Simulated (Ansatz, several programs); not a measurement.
Energy against volume for AgLaS2, ordered on the rocksalt lattice (R-3m) with 8 atoms a cell (it has left that coordination), at fixed shape and fractional coordinates, computed by several methods (PBE and r2SCAN, where shown, with plane waves in Ansatz); the cell shown is that of r2SCAN. With free coordinates or axes held, a curve is too stiff, and on another method's shape its minimum isn't the method's own volume. The symmetry is R-3m (No. 166, trigonal); a = 4.787 Å, c = 28.450 Å in the conventional setting, 23.53 Å³ an atom. Ag is surrounded by 4 S at 2.53–2.77 Å and 3 Ag at 2.77 Å; La is surrounded by 7 S at 2.81–3.18 Å; S is surrounded by 6 Ag at 2.77 Å and 2 La at 3.18 Å; S is surrounded by 1 Ag at 2.53 Å and 3 La at 2.81 Å; S is surrounded by 6 La at 3.17 Å. Spin-unpolarised throughout. Whether this structure exists isn't addressed. Energies count from each curve's lowest point; fits are third-order Birch-Murnaghan.

```yaml
crystal:
  lattice:
    - [2.39352, 1.38190, 9.48332]
    - [-2.39352, 1.38190, 9.48332]
    - [0.00000, -2.76379, 9.48332]
  atoms:
    - { symbol: Ag, position: [0.82924, 0.82924, 0.82924] }
    - { symbol: Ag, position: [0.17076, 0.17076, 0.17076] }
    - { symbol: La, position: [0.38821, 0.38821, 0.38821] }
    - { symbol: La, position: [0.61179, 0.61179, 0.61179] }
    - { symbol: S, position: [0.50000, 0.50000, 0.50000] }
    - { symbol: S, position: [0.74016, 0.74016, 0.74016] }
    - { symbol: S, position: [0.00000, 0.00000, 0.00000] }
    - { symbol: S, position: [0.25984, 0.25984, 0.25984] }
```

Q: r2SCAN, on the shape of its own relaxed cell, gives
```csv
V (Å³/atom),E (meV/atom)
22.114,21.62
22.819,5.11
23.525,0.00
24.231,4.60
24.937,17.46
```
What equilibrium volume and bulk modulus follow?

A: V₀ = 23.53 Å³ an atom and B₀ = 73 GPa.

light PBE (260 eV, its own mesh), on the shape of the cell shown:
```
V (Å³/atom)  E (meV/atom)
     21.643         71.34
     22.584         22.56
     23.525          0.00
     24.466          6.80
     25.407         20.59
     26.348         46.73
```
The points scatter about a smooth fit, as a low cutoff and a light mesh can make them, so no fit is quoted.
